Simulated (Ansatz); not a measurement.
## HfBe₅, space group P6/mmm: a run that restarts from a saved state

Run with the Python package of Ansatz (0.2.0).

The script reads `hfbe5.extxyz`:
```text
6
Lattice="4.51940234 0.0 0.0 -2.25970117 3.91391724 0.0 0.0 0.0 3.43969043" Properties=species:S:1:pos:R:3 pbc="T T T"
Hf    0.00000000    0.00000000    0.00000000
Be   -0.00000002    2.60927817    0.00000000
Be    2.25970119    1.30463907    0.00000000
Be    2.25970117    0.00000000    1.71984522
Be    1.12985059    1.95695862    1.71984522
Be   -1.12985059    1.95695862    1.71984522
```

Script `hfbe5_restart.py`:
```python
"""Two stages for HfBe5: converge the density, then read it back for bands."""

import argparse

import ansatz as az


def main() -> None:
    crystal = az.Crystal.from_extxyz("hfbe5.extxyz")

    parser = argparse.ArgumentParser()
    parser.add_argument("stage", choices=["scf", "bands"])
    stage = parser.parse_args().stage
    setup = (
        crystal.calculation()
        .functional(az.Functional.R2SCAN)
        .basis(750)
        .accuracy("medium")
        .kpoints(4, 4, 4)
        .occupations(az.OccupationsMethod.GAUSSIAN)
        .mixing("anderson")
        .scf(tolerance=1e-08, max_iterations=150)
    )
    if stage == "scf":
        r = setup.checkpoint(write="state").run().report
        print(f"F = {r['free_energy_ev']:.5f} eV after {r['n_iterations']} iterations, saved")
    else:
        points = {"G": (0.0, 0.0, 0.0), "M": (0.5, 0.0, 0.0), "K": (0.33333, 0.33333, 0.0), "A": (0.0, 0.0, 0.5), "L": (0.5, 0.0, 0.5), "H": (0.33333, 0.33333, 0.5)}
        result = setup.checkpoint(read="state", post_process_only=True).band_structure(list(points.values()), intervals=1).run()
        bands = result.band_structure()
        for label, levels in zip(points, bands.channels[0].eigenvalues_ev - bands.fermi_energy_ev):
            print(f"{label:3s}", " ".join(f"{e:7.3f}" for e in levels if abs(e) < 6))


if __name__ == "__main__":
    main()
```

Output of `python hfbe5_restart.py scf`:
```text
F = -16201.17504 eV after 10 iterations, saved
```

`python hfbe5_restart.py bands` gives:
```text
G    -3.723  -3.717  -3.717  -1.539  -1.146  -0.994  -0.994   3.097   3.097   4.877   5.936
M    -4.083  -3.408  -1.379  -0.256   0.001   1.453   2.271   3.031   3.309   4.977
K    -0.751  -0.595  -0.595  -0.584  -0.584   3.451   3.451   5.618   5.628   5.628
A    -3.368  -3.175  -3.175  -2.056  -2.056   3.332   3.745   3.745   4.183   4.183   5.428
L    -5.589  -5.301  -5.136  -2.375  -1.829  -1.400   0.072   1.288   3.206
H    -4.922  -4.922  -3.885  -2.591   0.637   0.637   1.497   1.497   5.644
```

What to keep in mind:
- These settings explore the input space; cutoff and mesh may be short of convergence.
- Spin is left out of this run.
- The computed bands are complete only to about 5.0 eV above the Fermi level.
- The mesh is modest for a metal, so energies can be off by several to tens of meV an atom and pressures by half a GPa or more; differences at equal mesh fare better.
- Spin-orbit coupling, which matters for elements this heavy, is left out.
- The structure comes from a database of computed cells and needn't be a stable or known phase.
- Gaps and levels are Kohn-Sham values on a finite set of k-points, without spin-orbit coupling.
- Wall time of the script: 8.1 s on 1 thread of AMD EPYC 7R13 Processor (Zen 3), on a shared host, peak memory 0.65 GiB.

(Lines on the test bed's own set-up are left out of the output.)
